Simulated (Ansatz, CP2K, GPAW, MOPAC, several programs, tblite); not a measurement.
**BP (zincblende) from semi-empirical methods to plane-wave DFT**

BP in the zincblende structure, relaxed with r2SCAN in Ansatz, was computed with several methods. The symmetry is F-43m (No. 216, cubic); conventional cell a = 4.537 Å, 11.67 Å³ an atom. Around B lie 4 P at 1.96 Å; around P lie 4 B at 1.96 Å. Calculated for a static, non-magnetic cell.

```cif
data_structure
_symmetry_space_group_name_H-M 'F-43m'
_symmetry_Int_Tables_number 216
_cell_length_a 4.5366
_cell_length_b 4.5366
_cell_length_c 4.5366
_cell_angle_alpha 90.000
_cell_angle_beta 90.000
_cell_angle_gamma 90.000
_cell_volume 93.37
loop_
_atom_site_label
_atom_site_type_symbol
_atom_site_symmetry_multiplicity
_atom_site_Wyckoff_symbol
_atom_site_fract_x
_atom_site_fract_y
_atom_site_fract_z
_atom_site_occupancy
B1 B 4 a 0.00000 0.00000 0.00000 1
P1 P 4 d 0.25000 0.25000 0.75000 1
```

Gaps and times are for a single point on this cell; volume and bulk modulus come from each method's own relaxation or energy curve at fixed shape. Times are rough, from shared hosts (Intel Xeon Platinum 8375C CPU @ 2.90GHz), and each method has its own mesh and cell size. A star marks a curve whose lowest point is an end point. PM6 (MOPAC), PM7 (MOPAC), GFN1-xTB (tblite), GFN2-xTB (tblite) treat a cluster of cells at its zone centre, which samples few k points: where these miss a band edge, the gap comes out too large for that reason alone. Gaps from k meshes are read at a limited set of points (mesh, symmetry points, PBE's band edges), so each method's own least gap may be somewhat smaller. xTB and the PM methods were fitted mostly to molecules, and can miss a solid's gap by electronvolts. Minimal bases can be far off for gaps. GLLB-SC's gap includes the derivative discontinuity. d marks a direct gap, i an indirect one (no mark: not told apart), a dash a value that wasn't computed or didn't pass its checks.

```csv
method,kind,gap (eV),own volume (Å³/atom),bulk modulus (GPa),atoms computed,processor time
light PBE (260 eV and a coarse mesh),light plane-wave,1.22 i,–,–,2,0.43 s
PBE,semilocal,1.24 i,11.76,162,2,1.4 s
r2SCAN,semilocal,1.41 i,11.67,169,2,2.5 s
GFN1-xTB (tblite),tight binding,2.05,12.02,165,64,3 s
PBE/single zeta (GPAW),small basis,3.00 i,–,–,2,3.8 s
GLLB-SC (GPAW),model potential,1.84,–,–,2,4.2 s
GFN2-xTB (tblite),tight binding,1.81,11.98,157,64,6.9 s
PBE/SZV (CP2K),small basis,4.20 i,12.72*,155*,2,9.4 s
PM7 (MOPAC),semi-empirical,6.91,–,–,64,11 s
PM6 (MOPAC),semi-empirical,7.52,–,–,64,13 s
PBE/DZVP (CP2K),small basis,1.30 i,11.79,161,2,19 s
```

Against r2SCAN (1.41 eV) and with closed or daggered gaps left aside, the nearest gap at the points sampled is that of PBE/DZVP (CP2K) (-0.11 eV) and the farthest that of PM6 (MOPAC) (+6.11 eV). r2SCAN is only a yardstick of convenience: semilocal gaps usually lie below measured ones, which GLLB-SC and hybrids aim to mend.

Volumes against r2SCAN's: PBE +0.8 %, GFN1-xTB (tblite) +3.0 %, GFN2-xTB (tblite) +2.7 %, PBE/DZVP (CP2K) +1.0 %.
